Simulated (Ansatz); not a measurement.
**HfI₃F: how energies converge with the basis set**

The task here is to estimate one member of a computed series from the others.

The runs use Ansatz 0.2.0, Gaussian basis; one geometry, several basis sets.

Plan: PBE0-D4/def2-SVP; ωB97M-V/def2-SVP; PBE0-D4/def2-QZVPP; ωB97M-V/def2-QZVPP; the functionals' def2-TZVPP values are taken from earlier runs.

### The geometry

An earlier PBE0-D4 in a triple-zeta def2 set relaxation fixed the geometry. Hf, I take the def2 core potential; no spin-orbit term is included.

5 atoms, charge 0, spin multiplicity 1.

Atoms are counted from 1 here; the program's logs count them from 0.

Bond lengths: F1–Hf2 1.875 Å, Hf2–I3 2.687 Å, Hf2–I4 2.687 Å, Hf2–I5 2.687 Å. Angles: F1–Hf2–I3 108.7°, F1–Hf2–I4 108.7°, F1–Hf2–I5 108.7°, I3–Hf2–I4 110.2°, I3–Hf2–I5 110.2°, I4–Hf2–I5 110.2°.

The first run:

File in.yaml:

```yaml
crystal:
  periodic: [false, false, false]
  atoms:
    - {symbol: F, position_ang: [-0.602756, -0.036014, 1.913365]}
    - {symbol: Hf, position_ang: [-0.033176, -0.016233, 0.127072]}
    - {symbol: I, position_ang: [2.131890, -1.590091, -0.104489]}
    - {symbol: I, position_ang: [-2.023554, -0.941049, -1.422528]}
    - {symbol: I, position_ang: [0.577596, 2.509686, -0.554720]}
basis:
  gaussian: {orbitals: def2-SVP}
hamiltonian: {xc: pbe0, dispersion: d4}
output: {orbitals: {seedname: orbitals}}
```

Command:

```sh
$ ansatz run in.yaml --threads 4 --pin off --events-out ev --progress --plain --max-ram 11315MiB
```

Steps of the session up to this table: PBE0-D4 in def2-SVP; ωB97M-V in def2-SVP; PBE0-D4 in def2-QZVPP; ωB97M-V in def2-QZVPP.

One of the session's tables, all rows but one given; the rest of the session is left out.

It belongs to the step «Functionals by basis». 

```
functional       basis  HOMO (eV)  LUMO (eV)
   PBE0-D4    def2-SVP      -8.00      -2.53
   PBE0-D4  def2-TZVPP      -7.94      -2.43
   PBE0-D4  def2-QZVPP      -7.95      -2.43
   ωB97M-V    def2-SVP          ?          ?
   ωB97M-V  def2-TZVPP      -9.94      -0.55
   ωB97M-V  def2-QZVPP      -9.95      -0.56
```

Q: Estimate the row for ωB97M-V, def2-SVP from the others.

**Answer.** HOMO (eV): -9.97; LUMO (eV): -0.65. In the column «HOMO (eV)» it is the lowest.
